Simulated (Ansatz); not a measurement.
# GeP+ (triplet): the correlation ladder at distance Ge1–P2 = 2.118 Å, cc-pVDZ

How much of the correlation energy of GeP+ (triplet) does each wave-function method recover here?

Program: Ansatz 0.2.0, Gaussian basis. Level of theory: cc-pVDZ, core rule «outside noble gas», up to 19 orbitals frozen. These are calculated values, not measurements.

Plan: UHF; CCSD(T) on ROHF; CCSD(T) on UHF; BCCD(T) on ROHF; CISD as a restricted active space (open shells left free, so some higher excitations enter); CCSDT(Q) on ROHF; CCSDT(Q) on UHF; CCSDTQ on ROHF; CCSDTQ on UHF; CASSCF and MRCISD+Q, 4 electrons in 4 orbitals; CASSCF and NEVPT2, 4 electrons in 4 orbitals; CASSCF and MRCISD+Q, 8 electrons in 8 orbitals; CASSCF and NEVPT2, 8 electrons in 8 orbitals; Full CI.

7 further runs of the same task are left out: 4 for a known fault of the program, 3 that didn't finish. Runs told in other sessions of the task aren't counted.

### Step 1. The geometry

The geometry derives from a PBE0/def2-TZVP stationary point (not a proven minimum). One bond is set to the value named and the two fragments are kept rigid. No spin-orbit coupling is included. The filled d shell of Ge may be among the frozen orbitals whatever the setting's name suggests.

2 atoms, charge 1, spin multiplicity 3.

Atoms are counted from 1 here; the program's logs count them from 0.

Bond lengths: Ge1–P2 2.118 Å.

### Step 2. UHF

File in.yaml:

```yaml
crystal:
  periodic: [false, false, false]
  atoms:
    - {symbol: Ge, position_ang: [0.000000, 0.000000, 0.000000]}
    - {symbol: P, position_ang: [0.000000, 0.000000, 2.118000]}
basis:
  gaussian: {orbitals: cc-pVDZ}
total_charge: 1
magnetization: {spin_polarized: true, initial_magnetization: 2}
hamiltonian: {xc: hf}
output: {orbitals: {seedname: orbitals}}
```

Run with:

```sh
$ ansatz run in.yaml --threads 1 --pin off --events-out ev --progress --plain --max-ram 4096MiB --backend cpu
```

The runs that follow: CCSD(T) on ROHF; CCSD(T) on UHF; BCCD(T) on ROHF; CISD as a restricted active space (open shells left free, so some higher excitations enter); CCSDT(Q) on ROHF; CCSDT(Q) on UHF; CCSDTQ on ROHF; CCSDTQ on UHF; CASSCF and MRCISD+Q, 4 electrons in 4 orbitals; CASSCF and NEVPT2, 4 electrons in 4 orbitals; CASSCF and MRCISD+Q, 8 electrons in 8 orbitals; CASSCF and NEVPT2, 8 electrons in 8 orbitals; Full CI.

**Question.** What will the summary of the whole plan be? Wanted: FCI from the RHF energy; RMP2 from FCI; UMP2 from FCI; RCCSD from FCI; RCCSD(T) from FCI; UCCSD(T) from FCI; RCCSDT(Q) from FCI; UCCSDT(Q) from FCI; NEVPT2 valence from FCI.

**Answer**, as computed:

```
                         quantity                                                                                        value
          FCI from the ROHF energy                                                                                   -4.4923 eV
                    RMP2 from FCI                                                                              +23.91 kcal/mol
                    UMP2 from FCI                                                                              +24.53 kcal/mol
                   RCCSD from FCI                                                                               +4.28 kcal/mol
                RCCSD(T) from FCI                                                                               +1.00 kcal/mol
                UCCSD(T) from FCI                                                                               +0.99 kcal/mol
               RCCSDT(Q) from FCI                                                                               +0.03 kcal/mol
               UCCSDT(Q) from FCI                                                                               +0.01 kcal/mol
          NEVPT2 valence from FCI                                                                              +17.25 kcal/mol
        MRCISD+Q valence from FCI                                                                               +0.07 kcal/mol
levels within 1 kcal/mol (43 meV)  UCCSD(T), BCCD(T), RCCSDT, UCCSDT, RCCSDT(Q), UCCSDT(Q), RCCSDTQ, UCCSDTQ, MRCISD+Q valence
                    T1 diagnostic                                                                                        0.022
   effectively unpaired electrons                                                                                         2.09
```

**Reading.** RCCSD(T) lands +1.00 kcal/mol from the yardstick (1.0 % of the correlation energy). One determinant dominates. Of the multireference levels listed MRCISD+Q valence comes nearest in total energy (+0.07 kcal/mol), which doesn't show that its space is the better one. These misses are within one basis, not against nature; the frozen cores of restricted and unrestricted runs differ, which can shift their rows.

Levels on UHF freeze UHF's core orbitals, full CI those of ROHF, so the U rows can settle a little off it for that reason alone.

With open shells the CI space here admits some higher excitations, so it is larger than plain CISD.
